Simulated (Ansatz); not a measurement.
**CH3BFGa: taking an electron away**

Aim: the vertical ionisation energy of CH3BFGa, as cation minus neutral at the neutral's geometry, on several levels, and how well −ε(HOMO) stands in for it.

Program: Ansatz 0.2.0, Gaussian basis. Level of theory: unrestricted cation, the program's frozen cores in correlated methods. These are calculated values, not measurements.

Levels to be run: UKS PBE-D4/def2-TZVPP; UKS r2SCAN-D4/def2-TZVPP; UKS PBE0-D4/def2-TZVPP; UKS B3LYP-D4/def2-TZVPP; UKS wB97X-V/def2-TZVPP; UKS wB97M-V/def2-TZVPP; UKS B2PLYP/def2-TZVPP; UHF-CCSD(T)/def2-TZVPP; UHF-MP2/def2-QZVPP; extrapolation to the limit; then −ε(HOMO) from the neutral's earlier runs with LDA (SPW92), PBE-D4, revPBE-D4, BLYP-D4, r2SCAN-D4, B97M-V, PBE0-D4, B3LYP-D4, r2SCANh-D4, r2SCAN0-D4, HSE06-D4, BHLYP-D4, CAM-B3LYP-D4, LC-ωPBE, ωB97X-V, ωB97M-V.

## (1) Structure used throughout

All runs share one geometry, relaxed beforehand with PBE0-D4 in a triple-zeta def2 set.

7 atoms, charge 0, spin multiplicity 1.

Atoms are counted from 1 here; the program's logs count them from 0.

Bond lengths: F1–B3 1.343 Å, Ga2–C4 2.083 Å, B3–C4 1.511 Å, B3–H5 1.204 Å, C4–H6 1.098 Å, C4–H7 1.095 Å. Angles: F1–B3–C4 120.2°, F1–B3–H5 115.6°, C4–B3–H5 124.0°, Ga2–C4–B3 112.2°, Ga2–C4–H6 98.9°, Ga2–C4–H7 101.7°, B3–C4–H6 115.5°, B3–C4–H7 115.2°, H6–C4–H7 111.2°.

## (2) Cation, UKS PBE-D4/def2-TZVPP

Input file in.yaml:

```yaml
crystal:
  periodic: [false, false, false]
  atoms:
    - {symbol: F, position_ang: [-1.344497, -0.791630, -1.179325]}
    - {symbol: Ga, position_ang: [0.554873, -0.915696, 1.958329]}
    - {symbol: B, position_ang: [-0.137837, -0.276567, -0.890101]}
    - {symbol: C, position_ang: [0.094028, 0.421899, 0.429941]}
    - {symbol: H, position_ang: [0.727325, -0.494727, -1.697902]}
    - {symbol: H, position_ang: [-0.790205, 0.893997, 0.877480]}
    - {symbol: H, position_ang: [0.957515, 1.094723, 0.455877]}
basis:
  gaussian: {orbitals: def2-TZVPP}
total_charge: 1
magnetization: {spin_polarized: true, initial_magnetization: 1}
hamiltonian: {xc: pbe, dispersion: d4}
```

Further steps of the session: Cation, UKS r2SCAN-D4/def2-TZVPP; Cation, UKS PBE0-D4/def2-TZVPP; Cation, UKS B3LYP-D4/def2-TZVPP; Cation, UKS wB97X-V/def2-TZVPP; Cation, UKS wB97M-V/def2-TZVPP; Cation, UKS B2PLYP (frozen core)/def2-TZVPP; Cation, UHF-CCSD(T)/def2-TZVPP; Cation, UHF-MP2/def2-QZVPP.

**Question.** What will the summary of the whole plan be? Wanted: ionisation energy, CCSD(T)/CBS; nearest functional by difference; nearest −ε(HOMO); −ε(HOMO) of PBE; T1 of the cation.

As calculated:

| quantity | value |
| --- | --- |
| ionisation energy, CCSD(T)/CBS | 8.51 eV |
| nearest functional by difference | B3LYP-D4 (-0.14 eV) |
| nearest −ε(HOMO) | LC-ωPBE (+0.10 eV) |
| −ε(HOMO) of PBE | 5.31 eV |
| T1 of the cation | 0.016 |

**Reading.** Energy differences with functionals land within 0.25 eV of the reference. −ε(HOMO) of PBE misses by 3.2 eV, since self-interaction lifts the level. Among orbital estimates LC-ωPBE comes nearest. Hartree-Fock falls 1.32 eV short, as the neutral has more correlation energy than the cation. Correlated methods include outer-core shells of Ga, which these sets cover unevenly. With outer-core shells in play the reference is unsure by up to some tenths of an eV, so close misses can't be ranked.
